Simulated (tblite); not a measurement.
# C7H15AlO: the cost of one run

Programs: tblite 0.8.0 and PySCF 2.14.0, with density-fitted response routines of our own. Each step states its level of theory. These are calculated values for one molecule in the gas phase, unless marked as measured. Atoms count from 0, in the outputs and in this text.

### Step 1. The starting structure

24 atoms, charge 0, multiplicity 1; geometry from: force field or distance geometry start.

Bonds of the start (Å): C0–O1 1.37, O1–Al2 1.81, Al2–C3 2.00, C3–C4 1.50, C3–C5 1.51, C5–C6 1.53, C6–C7 1.51, C7–C8 1.54, C8–C5 1.52, C0–H9 1.09, C0–H10 1.12, C0–H11 1.11, Al2–H12 1.62, C3–H13 1.13, C4–H14 1.11, C4–H15 1.10, C4–H16 1.13, C5–H17 1.10, C6–H18 1.10, C6–H19 1.11, C7–H20 1.10, C7–H21 1.10, C8–H22 1.07, C8–H23 1.11.

### Step 2. Relaxing the molecule with GFN2-xTB

What the job is given:

```
{"job": {"kind": "relax", "xc": "GFN2-xTB", "basis": "xTB"}, "charge": 0, "multiplicity": 1}
C      3.864700    -0.292300    -0.221200
O      3.230600    -1.454300     0.139100
Al     1.437500    -1.473900    -0.123000
C      0.187700    -0.052700     0.523500
C      0.869400     1.272400     0.336700
C     -1.108300    -0.029600    -0.250600
C     -2.091900     1.040200     0.213200
C     -3.163200     0.051400    -0.176400
C     -2.149200    -1.028300     0.240500
H      3.538000     0.015400    -1.213000
H      3.634900     0.457700     0.571700
H      4.969600    -0.401500    -0.196600
H      0.770300    -2.928900    -0.354100
H      0.027300    -0.234000     1.623100
H      1.234500     1.714000     1.285100
H      1.628200     1.264000    -0.459700
H      0.051300     1.973200    -0.008200
H     -1.028500    -0.085800    -1.347100
H     -2.056000     1.972500    -0.374100
H     -2.038100     1.149500     1.319500
H     -3.282500     0.055200    -1.274700
H     -4.090300     0.089200     0.420900
H     -2.231300    -1.945600    -0.313900
H     -2.216100    -1.108000     1.347800
```

Command:

```sh
> OMP_NUM_THREADS=1 python probes_run.py task.json out
```

One launch serves the whole session: the jobs run in the order shown.

Q: Estimate the wall time and peak memory of this first job on 1 thread of Intel Xeon 6975P-C, shared host.

About 2.8 s, with a peak of 0.19 GiB.
